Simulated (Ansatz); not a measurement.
**CH4ClGeO radical: one species, many methods**

One table from this session's results is given with a row withheld; the runs are named, their logs left out.

Method: functionals in def2-TZVPP, the program's frozen cores in correlated methods; program: Ansatz 0.2.0, Gaussian basis.

Plan: LDA (SPW92), PBE-D4, revPBE-D4, BLYP-D4, r2SCAN-D4, B97M-V, PBE0-D4, B3LYP-D4, r2SCANh-D4, r2SCAN0-D4, HSE06-D4, BHLYP-D4, CAM-B3LYP-D4, LC-ωPBE, ωB97X-V, ωB97M-V, B2PLYP, PBE-QIDH; CCSD(T)/def2-SVP; CCSD(T)/def2-TZVPP; MP2/def2-QZVPP; extrapolation to the limit; RPA on PBE.

### The relaxed structure

All runs share one geometry, relaxed beforehand with PBE0-D4 in a triple-zeta def2 set.

8 atoms, charge 0, spin multiplicity 2.

Atoms are counted from 1 here; the program's logs count them from 0.

Bond lengths: C1–Ge2 1.959 Å, C1–H5 1.090 Å, C1–H6 1.091 Å, C1–H7 1.089 Å, Ge2–O3 1.780 Å, Ge2–Cl4 2.184 Å, O3–H8 0.961 Å. Angles: Ge2–C1–H5 109.2°, Ge2–C1–H6 107.2°, Ge2–C1–H7 109.9°, H5–C1–H6 110.0°, H5–C1–H7 110.2°, H6–C1–H7 110.3°, C1–Ge2–O3 104.8°, C1–Ge2–Cl4 109.0°, O3–Ge2–Cl4 106.9°, Ge2–O3–H8 113.2°.

Geometry (Å):

```
C     0.0700    1.2351   -0.0459
Ge   -0.6615   -0.5535    0.2727
O     0.7146   -1.5046    0.8800
Cl   -1.2471   -1.4321   -1.6394
H     0.4195    1.6524    0.8981
H     0.9069    1.1226   -0.7376
H    -0.6948    1.8762   -0.4809
H     0.5846   -2.4532    0.7971
```

The first run:

in.yaml

```yaml
crystal:
  periodic: [false, false, false]
  atoms:
    - {symbol: C, position_ang: [0.070041, 1.235080, -0.045938]}
    - {symbol: Ge, position_ang: [-0.661503, -0.553515, 0.272732]}
    - {symbol: O, position_ang: [0.714624, -1.504574, 0.879986]}
    - {symbol: Cl, position_ang: [-1.247058, -1.432118, -1.639370]}
    - {symbol: H, position_ang: [0.419478, 1.652375, 0.898117]}
    - {symbol: H, position_ang: [0.906871, 1.122640, -0.737615]}
    - {symbol: H, position_ang: [-0.694828, 1.876244, -0.480852]}
    - {symbol: H, position_ang: [0.584576, -2.453234, 0.797141]}
basis:
  gaussian: {orbitals: def2-TZVPP}
magnetization: {spin_polarized: true, initial_magnetization: 1}
hamiltonian: {xc: lda}
output: {orbitals: {seedname: orbitals}}
```

Among the steps run: LDA; PBE-D4 (GGA); revPBE-D4 (GGA); BLYP-D4 (GGA); r2SCAN-D4 (meta-GGA); B97M-V (meta-GGA); PBE0-D4 (hybrid); B3LYP-D4 (hybrid); r2SCANh-D4 (hybrid); r2SCAN0-D4 (hybrid); HSE06-D4 (hybrid); BHLYP-D4 (hybrid); CAM-B3LYP-D4 (range-separated); LC-ωPBE-D4 (range-separated; the results give it without D4); ωB97X-V (range-separated); ωB97M-V (range-separated); B2PLYP (double hybrid); PBE-QIDH (double hybrid).

One of the session's tables, all rows but one given; the rest of the session is left out.

It belongs to the step «Orbital energies across the functionals». 

```
  functional  HOMO (eV)  LUMO (eV)  gap (eV)
 LDA (SPW92)      -5.17      -4.33      0.84
      PBE-D4      -5.11      -3.96      1.15
   revPBE-D4      -5.07      -3.82      1.25
     BLYP-D4      -4.93      -3.98      0.95
   r2SCAN-D4      -5.50      -3.63      1.87
      B97M-V      -5.35      -4.02      1.34
     PBE0-D4      -6.33      -3.07      3.26
    B3LYP-D4      -6.06      -3.47      2.59
  r2SCANh-D4      -5.94      -3.31      2.64
  r2SCAN0-D4      -6.61      -2.83      3.78
    HSE06-D4      -5.93      -3.44      2.49
    BHLYP-D4      -7.38      -2.28      5.10
CAM-B3LYP-D4      -7.58      -2.20      5.39
     LC-ωPBE      -8.98      -0.79      8.19
     ωB97X-V          ?          ?         ?
     ωB97M-V      -8.32      -1.27      7.05
```

Estimate the missing values for ωB97X-V.

The run gave: HOMO (eV): -8.49; LUMO (eV): -1.21; gap (eV): 7.29. In the column «HOMO (eV)» it lies between LC-ωPBE (-8.98) and ωB97M-V (-8.32).
